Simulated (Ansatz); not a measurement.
NiMoIrPdW:

```
Ni Mo Pd Ir W
1.0
     2.76616    0.00000    0.00000
    -1.38308    2.39557    0.00000
     0.00000    0.00000   11.02292
Ni Mo Pd Ir W
1 1 1 1 1
Direct
  0.33333 0.66667 0.59712
  0.00000 0.00000 0.41074
  0.66667 0.33333 0.79520
  0.66667 0.33333 0.19960
  0.33333 0.66667 0.99734
```

The cell was built by a generator and needn't be a form met in nature.

```yaml
Program: Ansatz 0.2.0
Task: relaxation of cell and atoms
Functional: PBE
Dispersion: D3(BJ)
Potentials_or_basis: Ansatz PAW
Cutoff: "420 eV (not typed: the program's choice for these potentials)"
k_mesh: 8 × 8 × 2
Occupations: fermi-dirac, width 0.05 eV
Spin: collinear spin, ferromagnetic start
Starting_moments: "[1.0, 1.0, 0.0, 0.6, 0.0] μB"
```

At the start: volume 14.61 Å³/atom.

Task: Where does the relaxation end?

Result: It ends after 5 steps and the volume is 14.23 Å³/atom (-2.6 %); space group P3m1 (No. 156, to 0.05 Å); moment 0.00 μB per cell.

Step by step:
| step | energy change (eV) | largest force (eV/Å) | volume (Å³) |
| --- | --- | --- | --- |
| 1 | 0.0000 | 0.0687 | 73.04 |
| 2 | -0.0394 | 0.0336 | 71.32 |
| 3 | -0.0399 | 0.0315 | 71.15 |
| 4 | -0.0400 | 0.0040 | 71.13 |
| 5 | -0.0391 | 0.0039 | 71.13 |

Final structure:
```
Ni Mo Pd Ir W
1.0
     2.74071    0.00000    0.00000
    -1.37035    2.37352    0.00000
     0.00000    0.00000   10.93492
Ni Mo Pd Ir W
1 1 1 1 1
Direct
  0.33333 0.66667 0.59734
  0.00000 0.00000 0.41102
  0.66667 0.33333 0.79420
  0.66667 0.33333 0.20054
  0.33333 0.66667 0.99691
```

Caveat: the plane-wave basis is chosen anew once the cell has moved, so the energies of steps on either side of that aren't comparable; pairwise dispersion overbinds metals, which lowers pressure and volume; the starting moments weren't kept.
